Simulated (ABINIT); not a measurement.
TaF3:

```xyz
4
Lattice="3.9012 0.0000 0.0000 0.0000 3.9012 0.0000 0.0000 0.0000 3.9012" Properties=species:S:1:pos:R:3 pbc="T T T"
Ta    0.0000    0.0000    0.0000
F     0.0000    0.0000    1.9506
F     0.0000    1.9506    0.0000
F     1.9506    0.0000    0.0000
```

* Program: ABINIT 10.8.3 (patched build)
* Task: relaxation of cell and atoms
* Functional: LDA
* Potentials or basis: PseudoDojo NC SR LDA v0.4.1 standard
* Cutoff: 1143 eV
* k mesh: 5 × 5 × 5
* Occupations: fermi-dirac, width 0.05 eV
* Spin: no spin polarisation

At the start: pressure 13.2 GPa; volume 14.84 Å³/atom.

How do energy, volume and symmetry change on relaxing?

Over 5 steps the energy falls by 50.8 meV/atom and the volume is 16.17 Å³/atom (+8.9 %); space group Pm-3m (No. 221, to 0.05 Å).

Step by step:
```
step  energy change (eV)  largest force (eV/Å)  pressure (GPa)  volume (Å³)
   1              0.0000                0.0000           13.22        59.37
   2             -0.1477                0.0000            6.44        61.81
   3             -0.2025                0.0000            0.59        64.38
   4             -0.2030                0.0000            0.03        64.66
   5             -0.2030                0.0000            0.00        64.67
```

Final structure:
```
Ta F
1.0
     4.01396    0.00000    0.00000
     0.00000    4.01396    0.00000
     0.00000    0.00000    4.01396
Ta F
1 3
Direct
  0.00000 0.00000 0.00000
  0.00000 0.00000 0.50000
  0.00000 0.50000 0.00000
  0.50000 0.00000 0.00000
```
